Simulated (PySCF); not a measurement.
# B3LYP/3-21G run of CH8B2P− (SMILES BP[BH2-]C)

Aim: the vertical singlet–triplet gap of CH8B2P− at B3LYP/3-21G, from 2 runs. The job is set up through a Python script.

Program for the calculation: PySCF 2.14.0.

## 1. The molecule

CH8B2P−: 12 atoms, total charge -1, spin state singlet. SMILES: `BP[BH2-]C`. Geometry: relaxed at GFN2-xTB. This is one conformer, not always the lowest.

Bond lengths: B1–P2 1.806 Å, P2–B3 2.038 Å, B3–C4 1.631 Å, B1–H5 1.183 Å, B1–H6 1.183 Å, P2–H7 1.390 Å, B3–H8 1.205 Å, B3–H9 1.209 Å, C4–H10 1.094 Å, C4–H11 1.091 Å, C4–H12 1.092 Å. Some angles: B1–P2–B3 110.4°, P2–B3–C4 109.3°, B1–P2–H7 101.5°, B3–P2–H7 104.5°, P2–B1–H5 119.0°, P2–B1–H6 122.6°, P2–B3–H8 104.4°, P2–B3–H9 105.8°, C4–B3–H8 112.9°, C4–B3–H9 112.2°.

## 2. A single-point energy at B3LYP/3-21G

The input, start.xyz:

```xyz
12

B     -1.035160     2.239660     0.581070
P     -0.156110     0.716370     0.993640
B     -0.123150    -0.542070    -0.609530
C      0.790080    -1.845980    -0.252690
H     -2.180890     2.181380     0.292590
H     -0.554610     3.311290     0.725770
H      1.151300     1.173580     1.105420
H     -1.281250    -0.818720    -0.796990
H      0.336280     0.101570    -1.524130
H      0.844720    -2.528780    -1.105860
H      0.392580    -2.414860     0.588590
H      1.816210    -1.573440     0.002130
```

The input, job.py:

```python
# BP[BH2-]C
from pyscf import gto, dft

mol = gto.M(
    atom='start.xyz',
    charge=-1,
    max_memory=1860,
    verbose=3,
    basis='3-21g',
)

mf = dft.RKS(mol)
mf.xc = 'b3lyp'
mf.conv_tol = 1e-10
mf.grids.level = 4
mf.kernel()
if not mf.converged:
    mf = mf.newton().run(mf.mo_coeff, mf.mo_occ)

e_final = mf.e_tot
print('E = %.10f Eh' % e_final)
```

On the command line:

```bash
OMP_NUM_THREADS=1 python job.py
```

Output:

```text
converged SCF energy = -431.769990016151
E = -431.7699900162 Eh
```

Run time: 9.9 s. Hardware: 1 thread of Arm Neoverse V1, shared host; peak memory 0.32 GiB.

## 3. The triplet, same level

The input, run.py:

```python
from pyscf import gto, dft

mol = gto.M(
    atom='''
B       -1.035160       2.239660       0.581070
P       -0.156110       0.716370       0.993640
B       -0.123150      -0.542070      -0.609530
C        0.790080      -1.845980      -0.252690
H       -2.180890       2.181380       0.292590
H       -0.554610       3.311290       0.725770
H        1.151300       1.173580       1.105420
H       -1.281250      -0.818720      -0.796990
H        0.336280       0.101570      -1.524130
H        0.844720      -2.528780      -1.105860
H        0.392580      -2.414860       0.588590
H        1.816210      -1.573440       0.002130
''',
    basis='3-21g',
    verbose=3,
    charge=-1,
    spin=2,
    max_memory=1860,
)

myscf = dft.UKS(mol)
myscf.xc = 'b3lyp'
myscf.grids.level = 4
myscf.conv_tol = 1e-10
myscf.kernel()
if not myscf.converged:
    myscf = myscf.newton().run(myscf.mo_coeff, myscf.mo_occ)

e_tot = myscf.e_tot
print(f'total energy: {e_tot:.8f} hartree')
```

On the command line:

```bash
OMP_NUM_THREADS=1 python run.py
```

Output:

```text
WARN: HOMO -0.118977804697656 >= LUMO -0.274829997168614

WARN: HOMO 0.144515786404995 >= LUMO 0.0314246395352122

WARN: HOMO 0.101275851498671 >= LUMO 0.0197617946547397

WARN: HOMO 0.0805405882451975 >= LUMO 0.00724459180909331

WARN: HOMO 0.0814985989645958 >= LUMO 0.0092850990436828

WARN: HOMO 0.0811807393928281 >= LUMO 0.0101446400395973

WARN: HOMO 0.0811706973761284 >= LUMO 0.0100910673198493

WARN: HOMO 0.0811063138000507 >= LUMO 0.0100844522577672

WARN: HOMO 0.0811114615900903 >= LUMO 0.0101023952432362

WARN: HOMO 0.081129963978966 >= LUMO 0.0100757270116514

WARN: HOMO 0.0811385070052353 >= LUMO 0.0100883772183202

WARN: HOMO 0.0811396353751568 >= LUMO 0.010087612670953

WARN: HOMO 0.0811412696090892 >= LUMO 0.010087828920009

WARN: HOMO 0.0811402305191637 >= LUMO 0.0100877062200655

converged SCF energy = -431.650697908732  <S^2> = 2.0036485  2S+1 = 3.0024313
total energy: -431.65069791 hartree
```

Wall time 20 s (1 thread of Arm Neoverse V1, shared host); peak memory 0.33 GiB.

## 4. What came out

At B3LYP/3-21G:

| quantity | value |
| --- | --- |
| singlet: total energy | -431.76999 Eh |
| singlet: HOMO energy | -1.07 eV |
| singlet: LUMO energy | 3.75 eV |
| singlet: HOMO–LUMO gap (to an unbound level, set by the basis) | 4.81 eV |
| triplet: total energy | -431.65070 Eh |
| triplet: HOMO energy (highest over α and β) | 2.21 eV |
| triplet: ⟨S²⟩ | 2.004 |
| vertical energy of the triplet above the singlet | 3.246 eV |

What this shows: At this shape the triplet lies 3.25 eV (313 kJ/mol) above the singlet. Mulliken charges (singlet) run from -0.69 on C4 to +0.12 on H11; they depend strongly on the basis. The HOMO (triplet) lies at positive energy, 2.21 eV; only total energies tell whether the electron is bound.
